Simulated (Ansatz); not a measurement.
# C4H4Ge: the cost of one run

Method: the settings change from run to run; program: Ansatz 0.2.0, Gaussian basis.

### 1 The relaxed structure

The geometry comes from an earlier relaxation with PBE0-D4 in a triple-zeta def2 set; it is a stationary point, not always the lowest conformer.

SMILES `C#[C][GeH2][C]#C`, 9 atoms, charge 0, spin multiplicity 1.

Atoms are counted from 1 here; the program's logs count them from 0.

Bond lengths: C1–C2 1.204 Å, C1–H6 1.066 Å, C2–Ge3 1.897 Å, Ge3–C4 1.897 Å, Ge3–H7 1.531 Å, Ge3–H8 1.531 Å, C4–C5 1.204 Å, C5–H9 1.066 Å. Angles: C2–C1–H6 179.8°, C1–C2–Ge3 179.2°, C2–Ge3–C4 108.7°, C2–Ge3–H7 109.2°, C2–Ge3–H8 109.2°, C4–Ge3–H7 109.2°, C4–Ge3–H8 109.2°, H7–Ge3–H8 111.3°, Ge3–C4–C5 179.2°, C4–C5–H9 179.8°.

Coordinates:

```mol
C4H4Ge
  3D, bonds by distance, orders not assigned

  9  8  0  0  0  0  0  0  0  0999 V2000
    1.3183    0.0185    2.3079 C   0  0
    0.9538   -0.2616    1.1947 C   0  0
    0.3977   -0.7219   -0.5594 Ge  0  0
   -1.0267    0.4238   -1.0655 C   0  0
   -1.9328    1.1432   -1.4003 C   0  0
    1.6385    0.2689    3.2933 H   0  0
    1.5688   -0.5271   -1.5264 H   0  0
   -0.0949   -2.1716   -0.5674 H   0  0
   -2.7344    1.7815   -1.6939 H   0  0
  1  2  8  0
  2  3  8  0
  3  4  8  0
  4  5  8  0
  1  6  8  0
  3  7  8  0
  3  8  8  0
  5  9  8  0
M  END
```

### 2 PBE-QIDH/cc-pVTZ

Options: multiplicity 3, density fitting with def2-universal-jkfit, the search for lower states set to off.

Input file in.yaml:

```yaml
crystal:
  periodic: [false, false, false]
  atoms:
    - {symbol: C, position_ang: [1.318253, 0.018503, 2.307891]}
    - {symbol: C, position_ang: [0.953845, -0.261627, 1.194682]}
    - {symbol: Ge, position_ang: [0.397745, -0.721853, -0.559409]}
    - {symbol: C, position_ang: [-1.026743, 0.423849, -1.065461]}
    - {symbol: C, position_ang: [-1.932808, 1.143156, -1.400339]}
    - {symbol: H, position_ang: [1.638463, 0.268883, 3.293257]}
    - {symbol: H, position_ang: [1.568823, -0.527088, -1.526392]}
    - {symbol: H, position_ang: [-0.094919, -2.171553, -0.567448]}
    - {symbol: H, position_ang: [-2.734358, 1.781530, -1.693881]}
basis:
  gaussian: {orbitals: cc-pVTZ, fitting: {mean_field: def2-universal-jkfit}}
magnetization: {spin_polarized: true, initial_magnetization: 2}
hamiltonian: {xc: {name: PBE-QIDH}}
scf: {lower_state_search: off}
```

On the command line:

```sh
$ ansatz run in.yaml --threads 4 --pin off --events-out ev --progress --plain --max-ram 10444MiB
```

Q: Estimate wall time and peak memory on 4 threads of Arm Neoverse V1, shared host.

About 17 s, with a peak of 0.61 GiB.
